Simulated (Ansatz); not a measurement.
# SiH2F3 radical: a barrier at many levels of theory

How high is the barrier of this step (H1–Si3 formed, H1–H2 broken), and how far do cheaper methods land from CCSD(T)?

Method: single points in def2-TZVPP on PBE0-D4/def2-TZVP structures; program: Ansatz 0.2.0, Gaussian basis.

Levels: SPW92, PBE-D4, BLYP-D4, r2SCAN-D4, B97M-V, PBE0-D4, B3LYP-D4, r2SCAN0-D4, BHLYP-D4, CAM-B3LYP-D4, wB97X-V, wB97M-V, B2PLYP, PBE-QIDH, RPA on PBE, Hartree-Fock, MP2, CCSD, CCSD(T). The reference is CCSD(T) at the basis limit, from triple and quadruple zeta. Zero-point energies come from PBE0-D4 vibrations.

Correlated methods freeze the cores. Orbitals are unrestricted. B3LYP uses VWN-RPA correlation. B2PLYP carries no dispersion term here.

22 further runs of the same task are left out: 22 set aside as unsound or not needed.

## 1. Start, saddle and end, as given

Charge 0, multiplicity 2. The folders r, ts and p hold the start, the saddle and the end; their coordinates stand in the first inputs.

| pair | r (Å) | ts (Å) | p (Å) |
| --- | --- | --- | --- |
| H1–Si3 | 3.501 | 1.612 | 1.461 |
| H1–H2 | 0.747 | 1.087 | 3.030 |

## 2. wB97M-V/def2-TZVPP

File r/in.yaml:

```yaml
crystal:
  periodic: [false, false, false]
  atoms:
    - {symbol: H, position_ang: [-2.126675, -0.771795, 1.043425]}
    - {symbol: H, position_ang: [-2.759959, -1.004750, 1.362843]}
    - {symbol: Si, position_ang: [0.858757, 0.313582, -0.427412]}
    - {symbol: F, position_ang: [1.634222, 1.286843, 0.547257]}
    - {symbol: F, position_ang: [0.589512, 1.088332, -1.778651]}
    - {symbol: F, position_ang: [1.804041, -0.912211, -0.747464]}
basis:
  gaussian: {orbitals: def2-TZVPP}
magnetization: {spin_polarized: true, initial_magnetization: 1}
hamiltonian: {xc: {name: wB97M-V}}
```

File ts/in.yaml:

```yaml
crystal:
  periodic: [false, false, false]
  atoms:
    - {symbol: H, position_ang: [-1.000437, -0.363121, 0.490728]}
    - {symbol: H, position_ang: [-1.928149, -0.700043, 0.946254]}
    - {symbol: Si, position_ang: [0.375674, 0.136418, -0.184422]}
    - {symbol: F, position_ang: [1.149651, 1.109717, 0.784126]}
    - {symbol: F, position_ang: [0.088788, 0.905177, -1.530206]}
    - {symbol: F, position_ang: [1.314373, -1.088148, -0.506481]}
basis:
  gaussian: {orbitals: def2-TZVPP}
magnetization: {spin_polarized: true, initial_magnetization: 1}
hamiltonian: {xc: {name: wB97M-V}}
```

File p/in.yaml:

```yaml
crystal:
  periodic: [false, false, false]
  atoms:
    - {symbol: H, position_ang: [-0.637566, -0.231239, 0.312928]}
    - {symbol: H, position_ang: [-3.223381, -1.170524, 1.581891]}
    - {symbol: Si, position_ang: [0.609720, 0.221426, -0.299230]}
    - {symbol: F, position_ang: [1.382142, 1.192771, 0.667245]}
    - {symbol: F, position_ang: [0.322816, 0.988432, -1.642214]}
    - {symbol: F, position_ang: [1.546169, -1.000866, -0.620619]}
basis:
  gaussian: {orbitals: def2-TZVPP}
magnetization: {spin_polarized: true, initial_magnetization: 1}
hamiltonian: {xc: {name: wB97M-V}}
```

The command line of these runs was not kept.

Further steps of the session: CCSD(T)/def2-TZVPP; MP2/def2-QZVPP; Vibrations of the start structure; Vibrations of the end structure.

Before running it: what results should come out? Wanted: barrier, CCSD(T)/CBS; reverse barrier, CCSD(T)/CBS; step energy, CCSD(T)/CBS; barrier with zero-point energy; step energy with zero-point energy; imaginary mode at the saddle; largest T1 diagnostic.

The runs gave:

| quantity | value |
| --- | --- |
| barrier, CCSD(T)/CBS | 13.2 kcal/mol |
| reverse barrier, CCSD(T)/CBS | 9.6 kcal/mol |
| step energy, CCSD(T)/CBS | +3.6 kcal/mol |
| barrier with zero-point energy | 11.4 kcal/mol |
| step energy with zero-point energy | +2.9 kcal/mol |
| imaginary mode at the saddle | 1154i cm⁻¹ |
| largest T1 diagnostic | 0.014 |

In words: Among the functionals B2PLYP lands nearest to CCSD(T)/CBS (-0.7 kcal/mol) and SPW92 farthest (-10.0 kcal/mol). Mean unsigned error by rung: LDA 10.0, GGA 3.2, meta-GGA 4.5, hybrid 2.6, range-separated hybrid 2.1, double hybrid 1.0 kcal/mol. PBE-D4 gives a barrier 3.8 kcal/mol too low, outside chemical accuracy (1 kcal/mol). Every functional without exact exchange puts the barrier too low, the usual mark of self-interaction error, which favours the spread-out density of a saddle. Hartree-Fock, with no correlation, is off by +4.0 kcal/mol. Zero-point motion lowers the barrier by 1.8 kcal/mol.
